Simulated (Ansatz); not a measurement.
# MnAlGe: further runs on the relaxed cell

An exercise on one series of results from a longer session: the logs are not shown, and one member is left open.

Computed with Ansatz 0.2.0 (DFT PBEsol, scalar-relativistic, plane waves, PAW, unless a step's input says otherwise).

2 further runs of the same task are left out: 2 set aside as unsound or not needed.

### The starting structure

The structure is tetragonal, space group P4/nmm (No. 129). The conventional cell has a = 3.848 Å, b = 3.848 Å, c = 5.826 Å, α = 90.00°, β = 90.00°, γ = 90.00°. Mn (site symmetry -4m2) has 4 Ge at 2.50 Å and 4 Al at 2.58 Å and 4 Mn at 2.72 Å in its first shell of neighbours. Around Al (site symmetry 4mm) lie 5 Ge at 2.52 to 2.72 Å and 4 Mn at 2.58 Å. Around Ge (site symmetry 4mm) lie 4 Mn at 2.50 Å and 5 Al at 2.52 to 2.72 Å.

Structure file:

```cif
data_structure
_symmetry_space_group_name_H-M 'P4/nmm:1'
_symmetry_Int_Tables_number 129
_cell_length_a 3.8482
_cell_length_b 3.8482
_cell_length_c 5.8262
_cell_angle_alpha 90.000
_cell_angle_beta 90.000
_cell_angle_gamma 90.000
_cell_volume 86.28
loop_
_atom_site_label
_atom_site_type_symbol
_atom_site_symmetry_multiplicity
_atom_site_Wyckoff_symbol
_atom_site_fract_x
_atom_site_fract_y
_atom_site_fract_z
_atom_site_occupancy
Mn1 Mn 2 a 0.00000 0.00000 0.00000 1
Al1 Al 2 c 0.50000 0.00000 0.70623 1
Ge1 Ge 2 c 0.50000 0.00000 0.27374 1
```

This cell was relaxed beforehand with the same method: volume 14.38 Å³/atom, gap on the mesh none (metal), site moments up to 1.7 μB.

The first run:

Input file input.yaml:

```yaml
crystal:
  lattice:
    - [3.8482479862, 0.0, 0.0]
    - [0.0, 3.8482479862, 0.0]
    - [0.0, 0.0, 5.8261613457]
  atoms:
    - { symbol: Mn, position: [0.0, 0.0, 0.0], spin: 1.92 }
    - { symbol: Mn, position: [0.5, 0.5, 0.0], spin: 1.92 }
    - { symbol: Al, position: [0.5, 0.0, 0.7062331702] }
    - { symbol: Al, position: [0.0, 0.5, 0.2937668298] }
    - { symbol: Ge, position: [0.5, 0.0, 0.2737365337] }
    - { symbol: Ge, position: [0.0, 0.5, 0.7262634663] }
basis:
  ecutwfc: 420
kpoints:
  mp_grid: { grid: [10, 10, 6] }
  band_path:
    path:
      - [[0.0, 0.0, 0.0], [0.0, 0.5, 0.0], [0.5, 0.5, 0.0], [0.0, 0.0, 0.0], [0.0, 0.0, 0.5], [0.0, 0.5, 0.5], [0.5, 0.5, 0.5], [0.0, 0.0, 0.5]]
      - [[0.0, 0.5, 0.0], [0.0, 0.5, 0.5]]
      - [[0.5, 0.5, 0.0], [0.5, 0.5, 0.5]]
    npoints: 14
hamiltonian:
  xc: pbesol
scf:
  occupations: { method: gaussian, width: 0.1 }
  n_extra_bands: 15
output:
  forces: true
  stress: true
  eigenvalues: true
  populations: true
  dos: { projected: true, de: 0.02, nscf_kmesh: { grid: [15, 15, 9] } }
  bader: true
magnetization:
  spin_polarized: true
checkpoint:
  read: start.run
  write: ck
  compress: false
  write_wavefunctions: false
  write_every: 100000
```

Launch:

```bash
$ ansatz run input.yaml --threads 1 --pin off --max-ram 2560MiB --backend cpu --events-out ev --progress --plain --runs-dir out
```

Steps of the session up to this table: Static run: bands, density of states and charges; The cell scaled to 0.97 of its volume; Point at V/V0 = 1.03; Volume × 0.94; Volume × 1.06.

One table of the session follows, with a row left open; its other results are not shown here.

It belongs to the step «Fit of the equation of state». 

```
volume (Å³/atom)  energy above the lowest point (meV/atom)  pressure (GPa)  largest moment (μB)
          13.517                                      24.6            9.67                 1.66
          13.949                                       5.8            4.44                 1.70
          14.380                                       0.0            0.00                 1.74
          14.811                                         ?               ?                    ?
          15.243                                      19.5           -6.80                 1.90
```

Estimate the missing values for volume (Å³/atom) = 14.811.

Worked estimate for «energy above the lowest point (meV/atom)». A straight line through the neighbours (14.380, 0.0) and (15.243, 19.5) gives 0.0 + (19.5 − 0.0) × (14.811 − 14.380) / (15.243 − 14.380) = 9.7; a parabola fitted to 3 rows on both sides gives 4.6.

As computed: energy above the lowest point (meV/atom): 5.2; pressure (GPa): -3.74; largest moment (μB): 1.80. In «energy above the lowest point (meV/atom)» the line misses by +4.5 and the parabola by -0.6.

Limits of these values: Warnings in the runs' records: stability check not made.
